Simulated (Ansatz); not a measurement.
**ReP2 (CdI2 type): how the settings move a single-point run**

Aim: see which settings change the result for ReP2 (CdI2 type), by how much, and at what cost.

Method: reference: DFT PBEsol, scalar-relativistic, plane waves, PAW, in Ansatz 0.2.0.

## (1) The structure to begin with

It takes space group P-3m1 (No. 164, trigonal). Conventional cell: a = 3.048 Å, b = 3.048 Å, c = 5.097 Å, α = 90.00°, β = 90.00°, γ = 120.00°. Re (site symmetry -3m) has 6 P at 2.43 Å as nearest neighbours. P (site symmetry 3m) has 3 Re at 2.43 Å and 3 P at 2.48 Å as nearest neighbours.

As a file:

```cif
data_structure
_symmetry_space_group_name_H-M 'P-3m1'
_symmetry_Int_Tables_number 164
_cell_length_a 3.0484
_cell_length_b 3.0484
_cell_length_c 5.0967
_cell_angle_alpha 90.000
_cell_angle_beta 90.000
_cell_angle_gamma 120.000
_cell_volume 41.02
loop_
_atom_site_label
_atom_site_type_symbol
_atom_site_symmetry_multiplicity
_atom_site_Wyckoff_symbol
_atom_site_fract_x
_atom_site_fract_y
_atom_site_fract_z
_atom_site_occupancy
Re1 Re 1 a 0.00000 0.00000 0.00000 1
P1 P 2 d 0.33333 0.66667 0.32846 1
```

## (2) Reference

Input file input.yaml:

```yaml
crystal:
  lattice:
    - [3.048362625, 0.0, 0.0]
    - [-1.5241813125, 2.6399594732, 0.0]
    - [0.0, 0.0, 5.096658866]
  atoms:
    - { symbol: Re, position: [0.0, 0.0, 0.0] }
    - { symbol: P, position: [0.3333333333, 0.6666666667, 0.3284640864] }
    - { symbol: P, position: [0.6666666667, 0.3333333333, 0.6715359136] }
basis:
  ecutwfc: 420
  ecutrho_ratio: 4
kpoints:
  mp_grid: { grid: [12, 12, 6] }
  band_path:
    path:
      - [[0.0, 0.0, 0.0], [0.5, 0.0, 0.0], [0.33333333, 0.33333333, 0.0], [0.0, 0.0, 0.0], [0.0, 0.0, 0.5], [0.5, 0.0, 0.5], [0.33333333, 0.33333333, 0.5], [0.0, 0.0, 0.5]]
      - [[0.5, 0.0, 0.5], [0.5, 0.0, 0.0]]
      - [[0.33333333, 0.33333333, 0.5], [0.33333333, 0.33333333, 0.0]]
    npoints: 14
hamiltonian:
  xc: pbesol
scf:
  occupations: { method: gaussian, width: 0.05 }
  n_extra_bands: 12
output:
  forces: true
  stress: true
  eigenvalues: true
  populations: true
  dos: { projected: true, de: 0.02, nscf_kmesh: { grid: [18, 18, 9] } }
  bader: false
  write_density: true
  write_potential: true
  elf: true
  volumetric_format: npy
```

Run with:

```console
$ ansatz run input.yaml --threads 4 --pin off --max-ram 4096MiB --backend cpu --events-out ev --progress --plain --runs-dir out
```

## (3) Changing settings: hubbard.sites [{species: Re, l: d, u_eff: 6.0}], hubbard.double_counting fll, occupations.method cold, occupations.width 0.3

Input file input.yaml:

```yaml
crystal:
  lattice:
    - [3.048362625002, 0.0, 0.0]
    - [-1.524181312501, 2.639959473199, 0.0]
    - [0.0, 0.0, 5.096658866]
  atoms:
    - { symbol: Re, position: [0.0, 0.0, 0.0] }
    - { symbol: P, position: [0.3333333333333, 0.6666666666667, 0.3284640864] }
    - { symbol: P, position: [0.6666666666667, 0.3333333333333, 0.6715359136] }
basis:
  ecutwfc: 420
  ecutrho_ratio: 4
kpoints:
  mp_grid: { grid: [12, 12, 6] }
hamiltonian:
  xc: pbesol
  hubbard: { sites: [{ species: Re, l: d, u_eff: 6.0 }], double_counting: fll }
scf:
  occupations: { method: cold, width: 0.3 }
output:
  forces: true
  stress: true
```

## (4) Variant: lower_state_search full

Input file input.yaml:

```yaml
crystal:
  lattice:
    - [3.048362625002, 0.0, 0.0]
    - [-1.524181312501, 2.639959473199, 0.0]
    - [0.0, 0.0, 5.096658866]
  atoms:
    - { symbol: Re, position: [0.0, 0.0, 0.0] }
    - { symbol: P, position: [0.3333333333333, 0.6666666666667, 0.3284640864] }
    - { symbol: P, position: [0.6666666666667, 0.3333333333333, 0.6715359136] }
basis:
  ecutwfc: 420
  ecutrho_ratio: 4
kpoints:
  mp_grid: { grid: [12, 12, 6] }
hamiltonian:
  xc: pbesol
scf:
  occupations: { method: gaussian, width: 0.05 }
  lower_state_search: full
output:
  forces: true
  stress: true
```

Before running it: what results should come out? Wanted: for each run, ending; energy change; pressure; gap; force.

As calculated:

```csv
run,ending,energy change,pressure (GPa),gap (eV),force (eV/Å),cycles,time
reference,converged,0,0.0,0.00,0.00,6,8.5 s
"1: hubbard.sites [{species: Re, l: d, u_eff: 6.0}], hubbard.double_counting fll, occupations.method cold, occupations.width 0.3",converged,+2.31 eV/atom (σ→0) (U changed: no physical gain or loss),-2.4,0.00,0.03,8,3.3 s
2: lower_state_search full,converged,0.0 meV/atom,0.0,0.00,0.00,6,54 s
```

Times don't compare one to one where runs were asked for different outputs or read a saved state (see the inputs); cycles may leave out searches for a lower state.

Residual by cycle in the longest SCF loop of each run; runs are numbered as in the table. The quantity is the density residual dr2, in eV.

```csv
cycle,reference,run 1,run 2
1,0.077,2.76,0.0758
2,0.0271,1.21,0.0233
3,4.6e-4,0.0329,3.4e-4
4,9.2e-6,0.0176,5.7e-6
5,1.1e-6,5.6e-4,9.5e-7
6,2.3e-8,1.1e-5,1.6e-8
7,-,9.4e-7,-
8,-,4.1e-8,-
```

**Reading.** «lower_state_search full» leaves the energy as it was. A changed U is a change of model: its shifts are not errors of convergence. Of the variants the dearest is «lower_state_search full» (54 s), the cheapest «hubbard.sites [{species: Re, l: d, u_eff: 6.0}], hubbard.double_counting fll, occupations.method cold, occupations.width 0.3» (3.3 s), on a shared host. The reference leaves spin out although Re can carry a moment, so its state need not be the lowest.
